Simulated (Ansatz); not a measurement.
Working through a test of the smearing width of YAu, space group Pm-3m

Computed with the Python package of Ansatz (0.2.0).

Notebook, run cell by cell (the value of a cell's last expression is shown):

**Cell 1**
```python
import csv

import ansatz as az
```

**Cell 2**
```python
cell = (
    az.Lattice.cubic(3.559)
    .space_group(221)
    .atom("Y", (0.5, 0.5, 0.5))
    .atom("Au", (0.0, 0.0, 0.0))
)
```

**Cell 3**
```python
calc = cell.calculation()
calc = calc.functional("pbesol")
calc = calc.basis(41 * az.Ry)
calc = calc.kpoints(9, 9, 9)
calc = calc.stress()
```

**Cell 4**
```python
rows = []
for value in [0.25, 0.15, 0.1, 0.05, 0.025]:
    report = calc.occupations("fermi_dirac", width=value).run(threads=1).report
    rows.append((value, report["free_energy_ev"] / len(report["lattice"]["sites"]), report["n_iterations"], sum(report["stress_gpa"][i][i] for i in range(3)) / 3, report["n_kpoints"]))
```

**Cell 5**
```python
with open("smear.csv", "w", newline="") as handle:
    writer = csv.writer(handle)
    writer.writerow(["width (eV)", "F/atom (eV)", "iterations", "P (GPa)", "k-points"])
    writer.writerows([round(v, 5) if isinstance(v, float) else v for v in row] for row in rows)
```

**Cell 6**
```python
# differences from the last row
for row in rows[:-1]:
    shift = 1000 * (row[1] - rows[-1][1])
    print(f"{row[0]}: {shift:+.2f} meV/atom" + ("  (within 5 meV)" if abs(shift) < 5 else ""))
```
Output:
```text
0.25: -69.75 meV/atom
0.15: -23.91 meV/atom
0.1: -10.66 meV/atom
0.05: -2.53 meV/atom  (within 5 meV)
```

It writes `smear.csv`:
```csv
width (eV),F/atom (eV),iterations,P (GPa),k-points
0.25,-8402.02587,6,-0.50249,35
0.15,-8401.98003,6,-0.64908,35
0.1,-8401.96678,6,-0.66376,35
0.05,-8401.95865,6,-0.66162,35
0.025,-8401.95612,6,-0.68989,35
```

Going from 0.025 to 0.25 eV changes F by -69.8 meV an atom. With this scheme F falls roughly as the square of the width; the report's estimate for zero width (energy_sigma0_ev) moves by only +2.8 meV. The pressure moves from -0.69 to -0.50 GPa.

No spin polarisation was allowed. A Fermi-Dirac width this large means warm electrons, whose thermal share enters the free energy. The narrowest width needs the finest mesh, so the last row is no converged reference. Pressure is positive in compression. Spin-orbit coupling, which matters for elements this heavy, is left out. The structure is a deposited one; some such entries were measured under pressure or heat, so a shift against it needn't be the functional's error alone. Wall time of the script: 11 s on 1 thread of Arm Neoverse V2, with other jobs on the host, peak memory 0.41 GiB.
